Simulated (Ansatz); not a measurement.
Consider vertical spin-state energies of CH6BBrSi, SMILES B[SiH](C)Br (the Python package of Ansatz (0.2.0)).

`spin.py`:
```python
# -*- coding: utf-8 -*-
import ansatz as az


def main():
    system = (
        az.Crystal.molecule()
        .atom('B', (-0.8537, 1.4202, -0.398))
        .atom('Si', (0.0826, -0.1859, -0.6731))
        .atom('C', (0.6717, -0.8088, 0.9599))
        .atom('Br', (-1.1929, -1.7166, -1.6075))
        .atom('H', (-1.3772, 2.013, -1.3542))
        .atom('H', (-1.0304, 1.9257, 0.6753))
        .atom('H', (1.2569, 0.0705, -1.5572))
        .atom('H', (-0.1194, -0.9836, 1.6385))
        .atom('H', (1.2729, -1.7359, 0.8629))
        .atom('H', (1.3726, -0.0497, 1.4562))
    )

    calc = (
        system.calculation()
        .basis(gaussian='cc-pVDZ')
        .functional('cam_b3lyp')
    )
    found = {}
    for unpaired in [0, 2]:
        report = calc.spin('collinear', total=unpaired).run().report
        s = unpaired / 2
        found[unpaired] = report['free_energy_ev']
        print(f'2S+1 = {unpaired + 1}: E = {found[unpaired]:.5f} eV, <S^2> = {abs(report["mean_field"]["state"]["spin_squared"]):.3f} (pure state {s * (s + 1):.2f})')
    lowest = min(found, key=found.get)
    for unpaired, e in found.items():
        print(f'multiplicity {unpaired + 1}: {96.485332 * (e - found[lowest]):.1f} kJ/mol above the lowest')


if __name__ == '__main__':
    main()
```

Which spin state is lowest at this geometry, and how far above lie the others?

In order: multiplicity 1 (+0.00 eV) and multiplicity 3 (+3.24 eV), all at the one geometry.

The run itself:

```console
$ python spin.py
2S+1 = 1: E = -79736.50242 eV, <S^2> = 0.000 (pure state 0.00)
2S+1 = 3: E = -79733.26336 eV, <S^2> = 2.006 (pure state 2.00)
multiplicity 1: 0.0 kJ/mol above the lowest
multiplicity 3: 312.5 kJ/mol above the lowest
```

Total energies depend on the basis set; only differences at equal settings carry meaning. The geometry is a force-field or estimated start, not a minimum of this method, and the basis set is short of its limit. All parts are taken at fixed geometry, without zero-point energy. It ran for 39 s on 1 thread of Arm Neoverse N1, with other jobs on the host, peak memory 0.44 GiB.
